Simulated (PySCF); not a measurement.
# C2H5BrOSi: the cost of one run

Programs: PySCF 2.14.0, with density-fitted response routines of our own. Each step states its level of theory. These are calculated values for one molecule in the gas phase, unless marked as measured. Atoms count from 0, in the outputs and in this text.

## (1) Starting geometry

10 atoms, charge 0, multiplicity 1; geometry from: GFN2-xTB. The atoms were then displaced at random by about 0.01 Å, so the start is not that level's minimum.

Bonds of the start (Å): Si0–O1 1.66, O1–C2 1.34, C2–C3 1.31, C3–Br4 1.86, Si0–H5 1.42, Si0–H6 1.47, Si0–H7 1.47, C2–H8 1.07, C3–H9 1.11.

## (2) Geometry optimisation at PBE0-D3(BJ)/def2-SVP

What the job is given:

```
{"job": {"xc": "PBE0", "basis": "def2-SVP", "d3": "d3bj", "grid": 1, "shake": 0.01, "kind": "geom"}, "charge": 0, "multiplicity": 1}
Si     1.638440    -0.375960    -0.044430
O      0.095350    -0.976300     0.029160
C     -1.162750    -0.523400     0.054670
C     -1.561270     0.728290     0.024380
Br    -0.501060     2.252140    -0.093210
H      2.321000    -1.617560    -0.025000
H      1.830850     0.379340    -1.295190
H      1.914860     0.482550     1.115190
H     -1.876870    -1.317680     0.146760
H     -2.648110     0.947660     0.066630
```

Run with:

```bash
> OMP_NUM_THREADS=1 python probes_run.py task.json out
```

This one command runs all jobs of the session in turn.

**Question.** How long does this first job take on 1 thread of Intel Xeon Platinum 8259CL at 2.50GHz, shared host, and how much memory does it need?

About 72 s, with a peak of 0.49 GiB.
